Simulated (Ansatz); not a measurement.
# Al2H3LiS: functionals against CCSD(T) at one geometry

A test off equilibrium: a structure displaced at random from a GFN2-xTB minimum is computed at several levels, and each is set against CCSD(T).

Program: Ansatz 0.2.0, Gaussian basis. Level of theory: single points in def2-TZVPP. These are calculated values, not measurements.

Correlated methods freeze the cores. The outer core shell of Li, Na, Mg and K is correlated.

## (1) Starting geometry

SMILES `[Li][S][AlH][AlH2]`, 7 atoms, charge 0, spin multiplicity 1.

Atoms are counted from 1 here; the program's logs count them from 0.

Bond lengths: Li1–S2 2.182 Å, S2–Al3 2.077 Å, Al3–Al4 2.408 Å, Al3–H5 1.492 Å, Al4–H6 1.507 Å, Al4–H7 1.525 Å. Angles: Li1–S2–Al3 159.1°, S2–Al3–Al4 110.1°, S2–Al3–H5 114.1°, Al4–Al3–H5 134.7°, Al3–Al4–H6 121.2°, Al3–Al4–H7 127.9°, H6–Al4–H7 110.2°.

As a file:

```tsv
atom	x (Å)	y (Å)	z (Å)
Li1	0.1876	-2.9796	2.8641
S2	0.0715	-1.3223	1.4500
Al3	0.2394	0.6103	0.7065
Al4	-0.3483	0.6534	-1.6284
H5	0.9025	1.5668	1.6394
H6	-0.6245	-0.6183	-2.3878
H7	-0.2867	1.8361	-2.5890
```

## (2) CCSD(T)/def2-TZVPP

File run/in.yaml:

```yaml
crystal:
  periodic: [false, false, false]
  atoms:
    - {symbol: Li, position_ang: [0.187600, -2.979600, 2.864100]}
    - {symbol: S, position_ang: [0.071500, -1.322300, 1.450000]}
    - {symbol: Al, position_ang: [0.239400, 0.610300, 0.706500]}
    - {symbol: Al, position_ang: [-0.348300, 0.653400, -1.628400]}
    - {symbol: H, position_ang: [0.902500, 1.566800, 1.639400]}
    - {symbol: H, position_ang: [-0.624500, -0.618300, -2.387800]}
    - {symbol: H, position_ang: [-0.286700, 1.836100, -2.589000]}
basis:
  gaussian: {orbitals: def2-TZVPP}
correlation: {method: ccsd_t}
output: {forces: true}
```

The command line of these runs was not kept.

## (3) PBE0-D4/def2-TZVPP

Changes to run/in.yaml since step 2:

```diff
@@ -12,3 +12,3 @@
   gaussian: {orbitals: def2-TZVPP}
-correlation: {method: ccsd_t}
-output: {forces: true}
+hamiltonian: {xc: pbe0, dispersion: d4}
+output: {forces: true, orbitals: {seedname: orbitals}}
```

## (4) wB97M-V/def2-TZVPP

Changes to run/in.yaml since step 3:

```diff
@@ -12,3 +12,3 @@
   gaussian: {orbitals: def2-TZVPP}
-hamiltonian: {xc: pbe0, dispersion: d4}
-output: {forces: true, orbitals: {seedname: orbitals}}
+hamiltonian: {xc: {name: wB97M-V}}
+output: {forces: true}
```

## (5) r2SCAN-D4/def2-TZVPP

Changes to run/in.yaml since step 4:

```diff
@@ -12,3 +12,3 @@
   gaussian: {orbitals: def2-TZVPP}
-hamiltonian: {xc: {name: wB97M-V}}
+hamiltonian: {xc: r2scan, dispersion: d4}
 output: {forces: true}
```

## (6) PBE-D4/def2-TZVPP

Changes to run/in.yaml since step 5:

```diff
@@ -12,3 +12,3 @@
   gaussian: {orbitals: def2-TZVPP}
-hamiltonian: {xc: r2scan, dispersion: d4}
+hamiltonian: {xc: pbe, dispersion: d4}
 output: {forces: true}
```

## (7) HSE06-D4/def2-TZVPP

Changes to run/in.yaml since step 6:

```diff
@@ -12,3 +12,3 @@
   gaussian: {orbitals: def2-TZVPP}
-hamiltonian: {xc: pbe, dispersion: d4}
+hamiltonian: {xc: hse06, dispersion: d4}
 output: {forces: true}
```

## (8) BHLYP-D4/def2-TZVPP

Changes to run/in.yaml since step 7:

```diff
@@ -12,3 +12,3 @@
   gaussian: {orbitals: def2-TZVPP}
-hamiltonian: {xc: hse06, dispersion: d4}
+hamiltonian: {xc: {name: BHLYP}, dispersion: d4}
 output: {forces: true}
```

(Steps that only read results are left out.)

What does the calculation give? Wanted: energy less free atoms, CCSD(T)/def2-TZVPP; RMS force component; RMS force error; HOMO and LUMO, PBE0-D4; T1 diagnostic.

**Answer**, as computed:

```
                                  quantity                                                                                             value
energy less free atoms, CCSD(T)/def2-TZVPP                                                                                   -377.1 kcal/mol
                       RMS force component                                                              0.647 to 0.737 eV/Å over the methods
                           RMS force error  PBE0-D4 0.060, wB97M-V 0.067, r2SCAN-D4 0.050, PBE-D4 0.109, HSE06-D4 0.059, BHLYP-D4 0.084 eV/Å
                    HOMO and LUMO, PBE0-D4                                                                                -5.55 and -1.92 eV
                             T1 diagnostic                                                                                             0.012
```

What this shows: Against CCSD(T) the functionals' energies less atoms differ by -14.7 to -4.0 kcal/mol, PBE-D4 by -4.1 kcal/mol. CCSD(T) in triple zeta still lacks some correlation energy of the bonds, so part of these gaps is its own basis error and they don't rank the functionals. The forces of r2SCAN-D4 come nearest to CCSD(T), those of PBE-D4 are farthest. Frozen-core CCSD(T) forces in triple zeta carry basis errors of their own, and this is one geometry, so small gaps rank nothing.
